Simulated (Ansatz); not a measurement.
The system is GaF.

```
Ga F
1.0
     3.16592    0.00000    0.00000
     0.00000    3.16592    0.00000
     0.00000    0.00000    3.16592
Ga F
1 1
Direct
  0.00000 0.00000 0.00000
  0.50000 0.50000 0.50000
```

The cell was built by a generator and needn't be a form met in nature.

```yaml
Program: Ansatz 0.2.0
Task: single point
Functional: PBE
Potentials_or_basis: Ansatz PAW
Cutoff: "420 eV (not typed: the program's choice for these potentials)"
k_mesh: 8 × 8 × 8
Occupations: fermi-dirac, width 0.05 eV
Spin: no spin polarisation
```

On this cell: pressure 0.0 GPa; largest force zero by symmetry; band gap on the k mesh 0.34 eV, indirect (least direct gap 1.13 eV).

The same run follows on a disturbed copy (atoms moved at random, drawn with an rms of 0.05 Å):

```
CELL_PARAMETERS angstrom
3.16592 0.00000 0.00000
0.00000 3.16592 0.00000
0.00000 0.00000 3.16592
ATOMIC_POSITIONS crystal
Ga 0.99873 0.00575 0.00077
F 0.48284 0.48641 0.49459
```

Problem. What changes?

Solution. The energy moves by -1.7 meV/atom; pressure 0.1 GPa; largest force 0.083 eV/Å; band gap on the k mesh 0.35 eV, indirect (least direct gap 1.14 eV).

Forces on the atoms (eV/Å):
```
Ga   0.051  0.062  0.020
F   -0.051 -0.062 -0.020
```

The energy falls, though the first cell shows no forces: that form is unstable against this distortion, unless noise or another electronic state is at work.

A k mesh can miss the band edges.
